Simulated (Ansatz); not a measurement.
# MgO2: the cost of one run

Method: DFT PBEsol, scalar-relativistic, plane waves, PAW, in Ansatz 0.2.0.

## Step 1: Starting point

Symmetry: R-3m, No. 166, trigonal system. The conventional cell has a = 3.210 Å, b = 3.210 Å, c = 10.482 Å, α = 90.00°, β = 90.00°, γ = 120.00°. Mg (site symmetry -3m) has 6 O at 2.11 Å as nearest neighbours. O (site symmetry 3m) is surrounded by 1 O at 1.49 Å and 3 Mg at 2.11 Å.

Coordinates:

```cif
data_structure
_symmetry_space_group_name_H-M 'R-3m:H'
_symmetry_Int_Tables_number 166
_cell_length_a 3.2095
_cell_length_b 3.2095
_cell_length_c 10.4819
_cell_angle_alpha 90.000
_cell_angle_beta 90.000
_cell_angle_gamma 120.000
_cell_volume 93.51
loop_
_atom_site_label
_atom_site_type_symbol
_atom_site_symmetry_multiplicity
_atom_site_Wyckoff_symbol
_atom_site_fract_x
_atom_site_fract_y
_atom_site_fract_z
_atom_site_occupancy
Mg1 Mg 3 a 0.00000 0.00000 0.00000 1
O1 O 6 c 0.66667 0.33333 0.76212 1
```

The structure comes from the Materials Project (structure only).

(A quick probe on a coarse mesh, which set the mesh and smearing, is not shown.)

## Step 3: Full relaxation

Input file input.yaml:

```yaml
crystal:
  lattice:
    - [1.604761016, 0.9265092046, 3.4939788749]
    - [-1.604761016, 0.9265092046, 3.4939788749]
    - [0.0, -1.8530184092, 3.4939788749]
  atoms:
    - { symbol: Mg, position: [0.0, 0.0, 0.0] }
    - { symbol: O, position: [0.428786, 0.428786, 0.428786] }
    - { symbol: O, position: [0.571214, 0.571214, 0.571214] }
basis:
  ecutwfc: 420
kpoints:
  mp_grid: { grid: [12, 12, 12] }
hamiltonian:
  xc: pbesol
scf:
  occupations: { method: gaussian, width: 0.02 }
output:
  forces: true
  stress: true
  eigenvalues: true
  write_density: true
  write_potential: true
  elf: true
  volumetric_format: npy
relax:
  adjacent_minimum: "off"
  f_tol: 0.005
  max_steps: 80
  cell: { stress_tol: 0.05 }
```

The run is started by

```console
$ ansatz run input.yaml --threads 4 --pin off --max-ram 9216MiB --backend cpu --events-out ev --progress --plain --runs-dir out
```

**Question.** How long does this run take on 4 threads of Arm Neoverse N1, shared host, and how much memory does it need?

About 18 s, with a peak of 0.43 GiB.
